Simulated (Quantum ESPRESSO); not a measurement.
A run of Quantum ESPRESSO 7.5:

The input pw.in:

```
&CONTROL
  calculation = 'scf'
  prefix = 'pwscf'
  outdir = './tmp'
  pseudo_dir = './pseudo'
  tprnfor = .true.
  disk_io = 'low'
/
&SYSTEM
  ibrav = 0
  celldm(1) = 8
  nat = 5
  ntyp = 1
  ecutwfc = 58
  nbnd = 40
  occupations = 'smearing'
  smearing = 'fd'
  degauss = 0.00367493
/
&ELECTRONS
  conv_thr = 5d-09
  electron_maxstep = 150
  mixing_beta = 0.3
  mixing_mode = 'local-TF'
/
ATOMIC_SPECIES
Hf   178.4900 Hf.upf
CELL_PARAMETERS alat
  0.7551105892172   0.0000000000000   0.0000000000000
 -0.3775552946081   0.6539449529284   0.0000000000000
  0.0000000000000   0.0000000000000   5.9327006819564
ATOMIC_POSITIONS crystal
Hf     0.3333333333    0.6666666666    0.2986191849
Hf     0.6666666667    0.3333333334    0.3993095924
Hf     0.3333333333    0.6666666666    0.5000000000
Hf     0.6666666667    0.3333333334    0.6006904076
Hf     0.3333333333    0.6666666666    0.7013808151
K_POINTS automatic
10 10 1 0 0 0
```

Contents of pp_density.in:

```
&INPUTPP
  prefix = 'pwscf'
  outdir = './tmp'
  filplot = 'density.dat'
  plot_num = 0
/
&PLOT
  nfile = 1
  filepp(1) = 'density.dat'
  iflag = 3
  output_format = 6
  fileout = 'density.cube'
/
```

pp_potential.in

```
&INPUTPP
  prefix = 'pwscf'
  outdir = './tmp'
  filplot = 'potential.dat'
  plot_num = 11
/
&PLOT
  nfile = 1
  filepp(1) = 'potential.dat'
  iflag = 3
  output_format = 6
  fileout = 'potential.cube'
/
```

File pp_elf.in:

```
&INPUTPP
  prefix = 'pwscf'
  outdir = './tmp'
  filplot = 'elf.dat'
  plot_num = 8
/
&PLOT
  nfile = 1
  filepp(1) = 'elf.dat'
  iflag = 3
  output_format = 6
  fileout = 'elf.cube'
/
```

Potentials or basis: PseudoDojo 0.4.1 SR PBE standard.

Launch:

```sh
$ OMP_NUM_THREADS=1 pw.x -in pw.in > pw.out
$ OMP_NUM_THREADS=1 pp.x -in pp_density.in > pp_density.out
$ OMP_NUM_THREADS=1 pp.x -in pp_potential.in > pp_potential.out
$ OMP_NUM_THREADS=1 pp.x -in pp_elf.in > pp_elf.out
```

Hardware: 1 thread of Arm Neoverse V1, on a shared host.

Problem. How long does it take, and how much memory?

Solution. Wall time 6.6 min on 1 thread of Arm Neoverse V1, with other jobs on the host, peak memory 0.26 GiB. Counts: scf iterations 33, k pools 1, bands 40, k points 14, g dense 89625.
